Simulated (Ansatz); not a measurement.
# Zr2Ti3C5: the cost of one run

Method: DFT PBE, scalar-relativistic, plane waves, PAW, in Ansatz 0.2.0.

1 further run of the same task is left out (it didn't finish). Runs told in other sessions of the task aren't counted.

### Step 1. The system as given

Symmetry: Immm, No. 71, orthorhombic system. The conventional cell has a = 3.414 Å, b = 4.828 Å, c = 17.070 Å, α = 90.00°, β = 90.00°, γ = 90.00°. Around Zr (site symmetry mm2) lie 6 C at 2.41 Å. Ti (site symmetry mm2) is surrounded by 6 C at 2.41 Å. Ti (site symmetry mmm) has 6 C at 2.41 Å in its first shell of neighbours. C (site symmetry mm2) has 2 Zr at 2.41 Å and 4 Ti at 2.41 Å in its first shell of neighbours. C (site symmetry mmm) is surrounded by 6 Ti at 2.41 Å. C (site symmetry mm2) is surrounded by 2 Ti at 2.41 Å and 4 Zr at 2.41 Å.

Structure file:

```
CELL_PARAMETERS angstrom
-1.70704 2.41412 8.53521
1.70704 -2.41412 8.53521
1.70704 2.41412 -8.53521
ATOMIC_POSITIONS crystal
Zr 0.20000 0.20000 0.00000
Zr 0.80000 0.80000 0.00000
Ti 0.40000 0.40000 0.00000
Ti 0.00000 0.00000 0.00000
Ti 0.60000 0.60000 0.00000
C 0.90000 0.40000 0.50000
C 0.50000 0.00000 0.50000
C 0.10000 0.60000 0.50000
C 0.70000 0.20000 0.50000
C 0.30000 0.80000 0.50000
```

The start is an ordering of an alloy on its end members' structure types: elements ordered on the sites of the TiC type, Ti/Zr on Ti (Immm, No. 71).

### Step 2. Probe: one point on a coarse mesh

Input file input.yaml:

```yaml
crystal:
  lattice:
    - [-1.70704176, 2.41412161, 8.5352088]
    - [1.70704176, -2.41412161, 8.5352088]
    - [1.70704176, 2.41412161, -8.5352088]
  atoms:
    - { symbol: Zr, position: [0.2, 0.2, 0.0] }
    - { symbol: Zr, position: [0.8, 0.8, 0.0] }
    - { symbol: Ti, position: [0.4, 0.4, 0.0] }
    - { symbol: Ti, position: [0.0, 0.0, 0.0] }
    - { symbol: Ti, position: [0.6, 0.6, 0.0] }
    - { symbol: C, position: [0.9, 0.4, 0.5] }
    - { symbol: C, position: [0.5, 0.0, 0.5] }
    - { symbol: C, position: [0.1, 0.6, 0.5] }
    - { symbol: C, position: [0.7, 0.2, 0.5] }
    - { symbol: C, position: [0.3, 0.8, 0.5] }
basis:
  ecutwfc: 420
kpoints:
  mp_grid: { grid: [6, 6, 6] }
hamiltonian:
  xc: pbe
scf:
  occupations: { method: gaussian, width: 0.1 }
  lower_state_search: "off"
output:
  forces: true
  stress: true
  eigenvalues: true
```

Command:

```console
$ ansatz run input.yaml --threads 4 --pin off --max-ram 8192MiB --backend cpu --events-out ev --progress --plain --runs-dir out
```

What time and memory should one allow on 4 threads of Intel Xeon at 2.50GHz (Skylake/Cascade Lake), shared host?

About 11 s, with a peak of 0.69 GiB.
